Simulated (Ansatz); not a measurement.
Predict the output of the script below (the Ansatz DFT code, driven from Python).

Script `ecut_ge.py`:
```python
'''Cutoff test for Ge.'''

import ansatz as az
import pandas as pd

cell = (
    az.Lattice.from_parameters(3.899841, 3.899841, 3.899841, alpha=97.37698, beta=97.37698, gamma=138.0052)
    .atom('Ge', [0.25, 0.75, 0.5])
    .atom('Ge', [0.5, 0.5, 0.0])
)

job = cell.calculation()
job = job.functional('r2scan')
job = job.kpoints(13, 13, 13)
job = job.occupations('fermi_dirac', width=0.1)
job = job.forces()
job = job.stress()

rows = []
for value in [250, 300, 350, 400, 450]:
    report = job.basis(value).run(threads=1).report
    rows.append((value, report['free_energy_ev'] / len(report['lattice']['sites']), report['n_iterations'], sum(report['stress_gpa'][i][i] for i in range(3)) / 3, max(abs(f) for row in report['forces_ev_ang'] for f in row), report['n_pw']))

table = pd.DataFrame(rows, columns=['cutoff (eV)', 'F/atom (eV)', 'iterations', 'P (GPa)', 'max component (eV/A)', 'plane waves'])
print(table.round(5).to_string(index=False))

# differences from the last row
for row in rows[:-1]:
    shift = 1000 * (row[1] - rows[-1][1])
    print(f'{row[0]}: {shift:+.2f} meV/atom' + ('  (within 2 meV)' if abs(shift) < 2 else ''))
```

```console
$ python ecut_ge.py
DeckWarning: basis.ecutwfc = 250 eV is below the records' recommended 500 eV, and the density's cutoff is lower with it unless basis.ecutrho_ratio is high enough to keep the records' density cutoff: compare with a run at a higher cutoff
DeckWarning: basis.ecutwfc = 300 eV is below the records' recommended 500 eV, and the density's cutoff is lower with it unless basis.ecutrho_ratio is high enough to keep the records' density cutoff: compare with a run at a higher cutoff
DeckWarning: basis.ecutwfc = 350 eV is below the records' recommended 500 eV, and the density's cutoff is lower with it unless basis.ecutrho_ratio is high enough to keep the records' density cutoff: compare with a run at a higher cutoff
DeckWarning: basis.ecutwfc = 400 eV is below the records' recommended 500 eV, and the density's cutoff is lower with it unless basis.ecutrho_ratio is high enough to keep the records' density cutoff: compare with a run at a higher cutoff
DeckWarning: basis.ecutwfc = 450 eV is below the records' recommended 500 eV, and the density's cutoff is lower with it unless basis.ecutrho_ratio is high enough to keep the records' density cutoff: compare with a run at a higher cutoff
 cutoff (eV)  F/atom (eV)  iterations  P (GPa)  max component (eV/A)  plane waves
         250  -4301.22923           7  0.93828                   0.0          327
         300  -4302.41685           7  0.83419                   0.0          435
         350  -4302.54094           6  0.59438                   0.0          533
         400  -4302.54698           6  0.58016                   0.0          681
         450  -4302.54800           6  0.57709                   0.0          789
250: +1318.77 meV/atom
300: +131.15 meV/atom
350: +7.06 meV/atom
400: +1.02 meV/atom  (within 2 meV)
```
(Warnings from the package without file and line.)

Caveats:
- Forces vanish by symmetry here and test nothing.
- Pressure is positive in compression.
- This isn't the structure that Ge takes at ambient conditions.
- Shifts are counted from the last row, which is itself no proven limit.
- Timing: 51 s on 1 thread of Arm Neoverse V1, with other jobs on the host, peak memory 0.58 GiB.
